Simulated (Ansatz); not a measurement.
# GaClO + H₂O: a complex and its separated parts, part 2 of 2

Ansatz 0.2.0, Gaussian basis.

**13. CAM-B3LYP-D4/def2-TZVPP**

The inputs:

parta/in.yaml

```yaml
crystal:
  periodic: [false, false, false]
  atoms:
    - {symbol: Ga, position_ang: [-0.842846, 0.257901, -0.832236]}
    - {symbol: O, position_ang: [-0.613479, -1.346017, -1.105638]}
    - {symbol: Cl, position_ang: [-1.133348, 2.289454, -0.485928]}
basis:
  gaussian: {orbitals: def2-TZVPP}
hamiltonian: {xc: {name: CAM-B3LYP}, dispersion: d4}
```

partb/in.yaml

```yaml
crystal:
  periodic: [false, false, false]
  atoms:
    - {symbol: O, position_ang: [0.925824, -0.100464, 0.567956]}
    - {symbol: H, position_ang: [0.785692, -1.019352, 0.329668]}
    - {symbol: H, position_ang: [0.878159, -0.081522, 1.526178]}
basis:
  gaussian: {orbitals: def2-TZVPP}
hamiltonian: {xc: {name: CAM-B3LYP}, dispersion: d4}
```

The same command starts each run, in its folder.

The run is started by

```console
ansatz run in.yaml --threads 4 --pin off --events-out ev --progress --plain --max-ram 9574MiB
```

Output in parta (excerpt; [...] marks lines left out):

```text
Functional definition: CAM-B3LYP
  name "CAM-B3LYP"
  cite "Yanai, Tew & Handy, Chem. Phys. Lett. 393, 51 (2004) doi:10.1016/j.cplett.2004.06.011"
  cite "Iikura, Tsuneda, Yanai & Hirao, J. Chem. Phys. 115, 3540 (2001) doi:10.1063/1.1383587"
  cite "Becke, Phys. Rev. A 38, 3098 (1988) doi:10.1103/PhysRevA.38.3098"
  cite "Lee, Yang & Parr, Phys. Rev. B 37, 785 (1988) doi:10.1103/PhysRevB.37.785"
[...]
  # Exact exchange under (alpha + beta erf(omega r))/r, Becke's under what is left of 1/r.
[...]
867 factors; their error is unknown
159 factors; integrals over basis functions are off by at most 3.1e-5 eV
[...]
mean field -66952.33056734 eV, -2460.4527664302 hartree, gradient 2.6e-5 eV, S^2 0.000000; 0 other end points of the search recorded, 0 dependent functions left out
reference -66952.33066729 eV, -2460.4527701033 hartree; 28, 28 occupied and 93, 93 virtual orbitals, 867 factors
Total energy: -66952.38402091 eV, -2460.4547308126 hartree
```

partb printed (excerpt; [...] marks lines left out):

```text
[... 6 set-up lines as earlier in the session ...]
[...]
  # Exact exchange under (alpha + beta erf(omega r))/r, Becke's under what is left of 1/r.
[...]
269 factors; their error is unknown
72 factors; integrals over basis functions are off by at most 2.4e-5 eV
[...]
mean field -2079.99968328 eV, -76.4385784861 hartree, gradient 1.1e-5 eV, S^2 0.000000; 0 other end points of the search recorded, 0 dependent functions left out
reference -2079.99975071 eV, -76.4385809642 hartree; 5, 5 occupied and 54, 54 virtual orbitals, 269 factors
Total energy: -2080.00381671 eV, -76.4387303869 hartree
```

Times: 2.3 s (parta), 0.46 s (partb) on 4 threads of AMD EPYC, shared host; peak memory 0.4 GiB.

**14. wB97X-V/def2-TZVPP**

Each input of step 13 (parta, partb) changes in the same lines:

```diff
-hamiltonian: {xc: {name: CAM-B3LYP}, dispersion: d4}
+hamiltonian: {xc: {name: wB97X-V}}
```

The same command starts each run, in its folder.

The run is started by

```console
ansatz run in.yaml --threads 4 --pin off --events-out ev --progress --plain --max-ram 9574MiB
```

parta printed (excerpt; [...] marks lines left out):

```text
Functional definition: wB97X-V
  name "wB97X-V"
  cite "Mardirossian & Head-Gordon, Phys. Chem. Chem. Phys. 16, 9904 (2014) doi:10.1039/C3CP54374A"
[... 2 set-up lines as earlier in the session ...]
[...]
      + integral(e_c_pw_opposite_spin*poly(b97_u_opposite, cos0, cos1)) + vv10(b, c)
864 factors; their error is unknown
146 factors; integrals over basis functions are off by at most 2.4e-5 eV
[...]
mean field -66941.86112091 eV, -2460.0680213702 hartree, gradient 5.0e-5 eV, S^2 0.000000; 0 other end points of the search recorded, 0 dependent functions left out
reference -66941.86111937 eV, -2460.0680213136 hartree; 28, 28 occupied and 93, 93 virtual orbitals, 864 factors
Total energy: -66941.86111937 eV, -2460.0680213136 hartree
```

partb printed (excerpt; [...] marks lines left out):

```text
[... 5 set-up lines as earlier in the session ...]
[...]
      + integral(e_c_pw_opposite_spin*poly(b97_u_opposite, cos0, cos1)) + vv10(b, c)
269 factors; their error is unknown
69 factors; integrals over basis functions are off by at most 2.2e-5 eV
[...]
mean field -2079.88767361 eV, -76.4344622068 hartree, gradient 2.2e-5 eV, S^2 0.000000; 0 other end points of the search recorded, 0 dependent functions left out
reference -2079.88767272 eV, -76.4344621738 hartree; 5, 5 occupied and 54, 54 virtual orbitals, 269 factors
Total energy: -2079.88767272 eV, -76.4344621738 hartree
```

They took 3.9 s (parta), 0.76 s (partb) on 4 threads of AMD EPYC, shared host; peak memory 0.4 GiB.

**15. wB97M-V/def2-TZVPP**

The same edit goes into each in.yaml of step 14 (parta, partb):

```diff
-hamiltonian: {xc: {name: wB97X-V}}
+hamiltonian: {xc: {name: wB97M-V}}
```

The same command starts each run, in its folder.

The run is started by

```console
ansatz run in.yaml --threads 4 --pin off --events-out ev --progress --plain --max-ram 9574MiB
```

Log of parta (excerpt; [...] marks lines left out):

```text
Functional definition: wB97M-V
  name "wB97M-V"
  cite "Mardirossian & Head-Gordon, J. Chem. Phys. 144, 214110 (2016) doi:10.1063/1.4952647"
[... 2 set-up lines as earlier in the session ...]
  # Of w^i u^j: cxij and so on, Table III.
[...]
  gx(w, u) = 1 - cx + cx01*u + cx10*w
[...]
      + integral(e_c_pw_mod_opposite_spin*gos(b97_w_opposite, b97_u_opposite)) + vv10(b, c)
864 factors; their error is unknown
146 factors; integrals over basis functions are off by at most 2.4e-5 eV
[...]
mean field -66945.47627173 eV, -2460.2008757124 hartree, gradient 2.2e-5 eV, S^2 0.000000; 0 other end points of the search recorded, 0 dependent functions left out
reference -66945.47630914 eV, -2460.2008770873 hartree; 28, 28 occupied and 93, 93 virtual orbitals, 864 factors
Total energy: -66945.47630914 eV, -2460.2008770873 hartree
```

Log of partb (excerpt; [...] marks lines left out):

```text
[... 5 set-up lines as earlier in the session ...]
  # Of w^i u^j: cxij and so on, Table III.
[...]
  gx(w, u) = 1 - cx + cx01*u + cx10*w
[...]
      + integral(e_c_pw_mod_opposite_spin*gos(b97_w_opposite, b97_u_opposite)) + vv10(b, c)
269 factors; their error is unknown
69 factors; integrals over basis functions are off by at most 2.2e-5 eV
[...]
mean field -2079.85938497 eV, -76.4334226184 hartree, gradient 2.9e-5 eV, S^2 0.000000; 0 other end points of the search recorded, 0 dependent functions left out
reference -2079.85940698 eV, -76.4334234272 hartree; 5, 5 occupied and 54, 54 virtual orbitals, 269 factors
Total energy: -2079.85940698 eV, -76.4334234272 hartree
```

Times: 4.3 s (parta), 0.76 s (partb) on 4 threads of AMD EPYC, shared host; peak memory 0.4 GiB.

**16. B2PLYP/def2-TZVPP**

Each input of step 15 (parta, partb) changes in the same lines:

```diff
-hamiltonian: {xc: {name: wB97M-V}}
+hamiltonian: {xc: {name: B2PLYP}}
```

Each run has its own folder and the same command.

The run is started by

```console
ansatz run in.yaml --threads 4 --pin off --events-out ev --progress --plain --max-ram 9574MiB
```

Log of parta (excerpt; [...] marks lines left out):

```text
Functional definition: B2PLYP
  name "B2PLYP"
  cite "Grimme, J. Chem. Phys. 124, 034108 (2006) doi:10.1063/1.2148954"
[... 2 set-up lines as earlier in the session ...]
[...]
773 factors; integrals over basis functions are off by at most 1.5e-3 eV
[...]
mean field -66928.89272618 eV, -2459.5914416541 hartree, gradient 2.1e-6 eV, S^2 0.000000; 0 other end points of the search recorded, 0 dependent functions left out
15 core orbitals not correlated: weight in the atoms' cores, before any rotation towards them, 1.000 or more for the frozen orbitals, at most 0.000 for the correlated occupied ones
reference -66928.89285633 eV, -2459.5914464373 hartree; 13, 13 occupied and 93, 93 virtual orbitals, 773 factors
second order -22.55629568 eV of doubles, -0.00000000 eV of singles
Total energy: -66934.98305617 eV, -2459.8152571531 hartree
```

Log of partb (excerpt; [...] marks lines left out):

```text
[... 5 set-up lines as earlier in the session ...]
[...]
361 factors; integrals over basis functions are off by at most 8.7e-4 eV
[...]
mean field -2077.03827636 eV, -76.3297487893 hartree, gradient 1.3e-6 eV, S^2 0.000000; 0 other end points of the search recorded, 0 dependent functions left out
1 core orbitals not correlated: weight in the atoms' cores, before any rotation towards them, 1.000 or more for the frozen orbitals, at most 0.000 for the correlated occupied ones
reference -2077.03836139 eV, -76.3297519139 hartree; 4, 4 occupied and 54, 54 virtual orbitals, 361 factors
second order -8.41875153 eV of doubles, -0.00000000 eV of singles
Total energy: -2079.31142430 eV, -76.4132854353 hartree
```

Wall times: 3.5 s (parta), 0.51 s (partb) on 4 threads of AMD EPYC, shared host; peak memory 0.4 GiB.

**17. PBE-QIDH/def2-TZVPP**

The same edit goes into each in.yaml of step 16 (parta, partb):

```diff
-hamiltonian: {xc: {name: B2PLYP}}
+hamiltonian: {xc: {name: PBE-QIDH}}
```

One command serves all of them, each in its own folder.

The run is started by

```console
ansatz run in.yaml --threads 4 --pin off --events-out ev --progress --plain --max-ram 9574MiB
```

parta printed (excerpt; [...] marks lines left out):

```text
Functional definition: PBE-QIDH
  name "PBE-QIDH"
  cite "Brémond, Sancho-García, Pérez-Jiménez & Adamo, J. Chem. Phys. 141, 031101 (2014) doi:10.1063/1.4890314"
[... 1 set-up line as earlier in the session ...]
[...]
773 factors; integrals over basis functions are off by at most 1.5e-3 eV
[...]
mean field -66917.65237720 eV, -2459.1783664482 hartree, gradient 7.7e-6 eV, S^2 0.000000; 0 other end points of the search recorded, 0 dependent functions left out
15 core orbitals not correlated: weight in the atoms' cores, before any rotation towards them, 1.000 or more for the frozen orbitals, at most 0.000 for the correlated occupied ones
reference -66917.65238702 eV, -2459.1783668091 hartree; 13, 13 occupied and 93, 93 virtual orbitals, 773 factors
second order -20.52752398 eV of doubles, -0.00000000 eV of singles
Total energy: -66924.49489501 eV, -2459.4298243398 hartree
```

Output in partb (excerpt; [...] marks lines left out):

```text
[... 4 set-up lines as earlier in the session ...]
[...]
361 factors; integrals over basis functions are off by at most 8.7e-4 eV
[...]
mean field -2075.58434966 eV, -76.2763179685 hartree, gradient 2.3e-6 eV, S^2 0.000000; 0 other end points of the search recorded, 0 dependent functions left out
1 core orbitals not correlated: weight in the atoms' cores, before any rotation towards them, 1.000 or more for the frozen orbitals, at most 0.000 for the correlated occupied ones
reference -2075.58435515 eV, -76.2763181703 hartree; 4, 4 occupied and 54, 54 virtual orbitals, 361 factors
second order -7.85901489 eV of doubles, -0.00000000 eV of singles
Total energy: -2078.20402678 eV, -76.3725893271 hartree
```

Times: 3 s (parta), 0.5 s (partb) on 4 threads of AMD EPYC, shared host; peak memory 0.4 GiB.

**18. RPA on PBE/def2-TZVPP**

Each input of step 17 (parta, partb) changes in the same lines:

```diff
-hamiltonian: {xc: {name: PBE-QIDH}}
+hamiltonian: {xc: pbe}
+correlation: {method: rpa}
```

One command serves all of them, each in its own folder.

The run is started by

```console
ansatz run in.yaml --threads 4 --pin off --events-out ev --progress --plain --max-ram 9574MiB
```

parta printed (excerpt; [...] marks lines left out):

```text
[... 4 set-up lines as earlier in the session ...]
[...]
773 factors; integrals over basis functions are off by at most 1.5e-3 eV
[...]
mean field -66934.60735339 eV, -2459.8014503306 hartree, gradient 7.8e-6 eV, S^2 0.000000; 2 other end points of the search recorded, 0 dependent functions left out
15 core orbitals not correlated: weight in the atoms' cores, before any rotation towards them, 1.000 or more for the frozen orbitals, at most 0.000 for the correlated occupied ones
reference -66874.68692759 eV, -2457.5994152981 hartree; 13, 13 occupied and 93, 93 virtual orbitals, 773 factors
Total energy: -66901.65236741 eV, -2458.5903769338 hartree
```

partb printed (excerpt; [...] marks lines left out):

```text
[... 4 set-up lines as earlier in the session ...]
[...]
361 factors; integrals over basis functions are off by at most 8.7e-4 eV
[...]
mean field -2078.40756073 eV, -76.3800690614 hartree, gradient 5.0e-6 eV, S^2 0.000000; 0 other end points of the search recorded, 0 dependent functions left out
1 core orbitals not correlated: weight in the atoms' cores, before any rotation towards them, 1.000 or more for the frozen orbitals, at most 0.000 for the correlated occupied ones
reference -2069.53695429 eV, -76.0540802875 hartree; 4, 4 occupied and 54, 54 virtual orbitals, 361 factors
Total energy: -2080.48261801 eV, -76.4563260101 hartree
```

Wall times: 3.8 s (parta), 0.55 s (partb) on 4 threads of AMD EPYC, shared host; peak memory 0.4 GiB.

**19. CCSD(T)/def2-TZVPP**

The same edit goes into each in.yaml of step 18 (parta, partb):

```diff
-hamiltonian: {xc: pbe}
-correlation: {method: rpa}
+correlation: {method: ccsd_t}
```

Each run has its own folder and the same command.

The run is started by

```console
ansatz run in.yaml --threads 4 --pin off --events-out ev --progress --plain --max-ram 9574MiB
```

Log of parta (excerpt; [...] marks lines left out):

```text
Functional definition: HF
  name "HF"
  cite "Fock, Z. Phys. 61, 126 (1930) doi:10.1007/BF01340294"
[... 1 set-up line as earlier in the session ...]
[...]
773 factors; integrals over basis functions are off by at most 1.5e-3 eV
[...]
mean field -66876.35594403 eV, -2457.6607505210 hartree, gradient 1.4e-6 eV, S^2 0.000000; 0 other end points of the search recorded, 0 dependent functions left out
15 core orbitals not correlated: weight in the atoms' cores, before any rotation towards them, 1.000 or more for the frozen orbitals, at most 0.000 for the correlated occupied ones
reference -66876.35594403 eV, -2457.6607505210 hartree; 13, 13 occupied and 93, 93 virtual orbitals, 773 factors
second order -17.92488063 eV of doubles, -0.00000000 eV of singles
cycle   1  -16.88509438 eV  change     1.0e0 eV  update   1.8e-1
[...]
cycle  11  -17.75593615 eV  change    2.8e-5 eV  update   1.5e-5
perturbative correction -0.91163046 eV, -0.0335018015 hartree
Total energy: -66895.02351065 eV, -2458.3467709407 hartree
```

Log of partb (excerpt; [...] marks lines left out):

```text
[... 4 set-up lines as earlier in the session ...]
[...]
361 factors; integrals over basis functions are off by at most 8.7e-4 eV
[...]
mean field -2069.76240252 eV, -76.0623653573 hartree, gradient 3.6e-6 eV, S^2 0.000000; 0 other end points of the search recorded, 0 dependent functions left out
1 core orbitals not correlated: weight in the atoms' cores, before any rotation towards them, 1.000 or more for the frozen orbitals, at most 0.000 for the correlated occupied ones
reference -2069.76240252 eV, -76.0623653573 hartree; 4, 4 occupied and 54, 54 virtual orbitals, 361 factors
second order -7.10558444 eV of doubles, -0.00000000 eV of singles
cycle   1  -7.11164127 eV  change   -6.1e-3 eV  update   4.1e-2
[...]
cycle   8  -7.26609952 eV  change    3.7e-6 eV  update   7.2e-6
perturbative correction -0.20740537 eV, -0.0076220069 hartree
Total energy: -2077.23590742 eV, -76.3370115966 hartree
```

Wall times: 8.6 s (parta), 0.65 s (partb) on 4 threads of AMD EPYC, shared host; peak memory 0.42 GiB.

**20. Vibrations of GaClO**

Input file vib-parta/in.yaml:

```yaml
crystal:
  periodic: [false, false, false]
  atoms:
    - {symbol: Ga, position_ang: [-0.842846, 0.257901, -0.832236]}
    - {symbol: O, position_ang: [-0.613479, -1.346017, -1.105638]}
    - {symbol: Cl, position_ang: [-1.133348, 2.289454, -0.485928]}
basis:
  gaussian: {orbitals: def2-TZVP}
hamiltonian: {xc: pbe0, dispersion: d4}
phonons: {temperatures: {t_min: 298.15, t_max: 900, t_step: 200}}
```

The run is started by

```console
ansatz run in.yaml --threads 4 --pin off --events-out ev --progress --plain --max-ram 9574MiB
```

Output (excerpt; [...] marks lines left out):

```text
[... 5 set-up lines as earlier in the session ...]
[...]
832 factors; their error is unknown
[...]
mean field -66936.21163904 eV, -2459.8604067410 hartree, gradient 6.4e-5 eV, S^2 0.000000; 0 other end points of the search recorded, 0 dependent functions left out
[...]
Total energy: -66936.26259316 eV, -2459.8622792702 hartree
Atom 0 at    -0.842846     0.257901    -0.832236 Å, force    -0.000030     0.000342     0.000070 eV/Å
Atom 1 at    -0.613479    -1.346017    -1.105638 Å, force    -0.000001    -0.000064    -0.000018 eV/Å
Atom 2 at    -1.133348     2.289454    -0.485928 Å, force     0.000032    -0.000278    -0.000053 eV/Å
Dipole moment:    -0.099864     0.698308     0.119031 e Å
Vibrations: 155.72 155.72 446.23 955.99 cm⁻¹, zero-point energy 0.106234 eV
```

It took 33 s on 4 threads of AMD EPYC, shared host; peak memory 0.4 GiB.

The modes, with what each moves most:

| mode | wavenumber (cm⁻¹) | character |
| --- | --- | --- |
| 1 | 156 | bend |
| 2 | 156 | bend |
| 3 | 446 | Ga–Cl stretch |
| 4 | 956 | Ga–O stretch |

Vibrational sums (real modes only):

| T (K) | entropy (J/mol/K) | heat capacity (J/mol/K) |
| --- | --- | --- |
| 298 | 25.6 | 23.4 |
| 498 | 38.9 | 28.2 |
| 698 | 48.8 | 30.3 |
| 898 | 56.6 | 31.4 |

**21. Vibrations of H₂O**

Input file vib-partb/in.yaml:

```yaml
crystal:
  periodic: [false, false, false]
  atoms:
    - {symbol: O, position_ang: [0.925824, -0.100464, 0.567956]}
    - {symbol: H, position_ang: [0.785692, -1.019352, 0.329668]}
    - {symbol: H, position_ang: [0.878159, -0.081522, 1.526178]}
basis:
  gaussian: {orbitals: def2-TZVP}
hamiltonian: {xc: pbe0, dispersion: d4}
phonons: {temperatures: {t_min: 298.15, t_max: 900, t_step: 200}}
```

The run is started by

```console
ansatz run in.yaml --threads 4 --pin off --events-out ev --progress --plain --max-ram 9574MiB
```

Output (excerpt; [...] marks lines left out):

```text
[... 5 set-up lines as earlier in the session ...]
[...]
239 factors; their error is unknown
[...]
mean field -2078.33307673 eV, -76.3773318251 hartree, gradient 1.2e-5 eV, S^2 0.000000; 0 other end points of the search recorded, 0 dependent functions left out
[...]
Total energy: -2078.33734660 eV, -76.3774887400 hartree
Atom 0 at     0.925824    -0.100464     0.567956 Å, force    -0.000052     0.000088     0.001262 eV/Å
Atom 1 at     0.785692    -1.019352     0.329668 Å, force    -0.000059    -0.000569    -0.000661 eV/Å
Atom 2 at     0.878159    -0.081522     1.526178 Å, force     0.000112     0.000480    -0.000601 eV/Å
Dipole moment:    -0.069244    -0.331829     0.265450 e Å
Vibrations: 1622.97 3851.65 3959.33 cm⁻¹, zero-point energy 0.584830 eV
```

Run time: 2.4 s. Hardware: 4 threads of AMD EPYC, shared host; peak memory 0.4 GiB.

The modes, with what each moves most:

| mode | wavenumber (cm⁻¹) | character |
| --- | --- | --- |
| 1 | 1623 | bend |
| 2 | 3852 | O–H stretch |
| 3 | 3959 | O–H stretch |

Vibrational sums (real modes only):

| T (K) | entropy (J/mol/K) | heat capacity (J/mol/K) |
| --- | --- | --- |
| 298 | 0.0 | 0.2 |
| 498 | 0.4 | 1.7 |
| 698 | 1.4 | 3.9 |
| 898 | 2.6 | 6.1 |

**22. Complex less separated parts**

The complex's own energies come from single points at the same levels.

Rows are in def2-TZVPP; times add the 3 runs of a level on a shared host, so small differences are noise.

Differences are taken before rounding.

| method | rung | complex less parts (kJ/mol) | from CCSD(T) (kJ/mol) | time |
| --- | --- | --- | --- | --- |
| SPW92 | LDA | -98.6 | -31.0 | 3.4 s |
| PBE-D4 | GGA | -68.7 | -1.1 | 4.6 s |
| BLYP-D4 | GGA | -60.6 | +7.1 | 4.9 s |
| r2SCAN-D4 | meta-GGA | -76.7 | -9.0 | 11 s |
| B97M-V | meta-GGA | -70.2 | -2.5 | 15 s |
| PBE0-D4 | hybrid | -74.4 | -6.7 | 6.7 s |
| B3LYP-D4 | hybrid | -67.6 | +0.1 | 8.4 s |
| r2SCAN0-D4 | hybrid | -80.6 | -13.0 | 13 s |
| BHLYP-D4 | hybrid | -76.9 | -9.2 | 7.2 s |
| CAM-B3LYP-D4 | range-separated hybrid | -75.4 | -7.8 | 10 s |
| wB97X-V | range-separated hybrid | -75.1 | -7.5 | 17 s |
| wB97M-V | range-separated hybrid | -76.0 | -8.4 | 21 s |
| B2PLYP | double hybrid | -61.1 | +6.5 | 17 s |
| PBE-QIDH | double hybrid | -73.0 | -5.3 | 14 s |
| RPA on PBE | RPA | -57.5 | +10.1 | 12 s |
| Hartree-Fock | wavefunction | -64.9 | +2.8 |  |
| MP2 | wavefunction | -65.0 | +2.6 |  |
| CCSD | wavefunction | -68.5 | -0.8 |  |
| CCSD(T) | wavefunction | -67.7 | 0 | 1.8 min |

Among the levels timed on like hardware and quicker than the yardstick, those that no quicker one beats, quickest first: SPW92 (3.4 s, -31.0 kJ/mol); PBE-D4 (4.6 s, -1.1 kJ/mol); B3LYP-D4 (8.4 s, +0.1 kJ/mol).

For cost: B3LYP-D4 gets within 0.1 kJ/mol in 8.4 s, where CCSD(T) took 1.8 min; the quickest level in the cost chart, SPW92, takes 3.4 s and misses by 31.0 kJ/mol.

The complex's zero-point energy, from a separate PBE0-D4 run, is 0.781 eV.

**23. Results**

This closing draws on all 2 parts.

```
                              quantity         value
complex less parts, CCSD(T)/def2-TZVPP  -67.7 kJ/mol
                with zero-point energy  -59.0 kJ/mol
                 largest T1 diagnostic         0.023
```

At CCSD(T) the complex lies 67.7 kJ/mol below its parts. B3LYP-D4 is the best functional here (+0.1 kJ/mol from CCSD(T)); SPW92 is the worst (-31.0 kJ/mol). By rung, the mean size of the error is: LDA 31.0, GGA 4.1, meta-GGA 5.8, hybrid 7.3, range-separated hybrid 7.9, double hybrid 5.9 kJ/mol. PBE-D4 gives a relative energy 1.1 kJ/mol too low, inside chemical accuracy (1 kcal/mol, 4.2 kJ/mol). No counterpoise was applied, and triple zeta lacks some correlation, so the CCSD(T) reference has a basis error of its own, and close matches with it are partly luck.
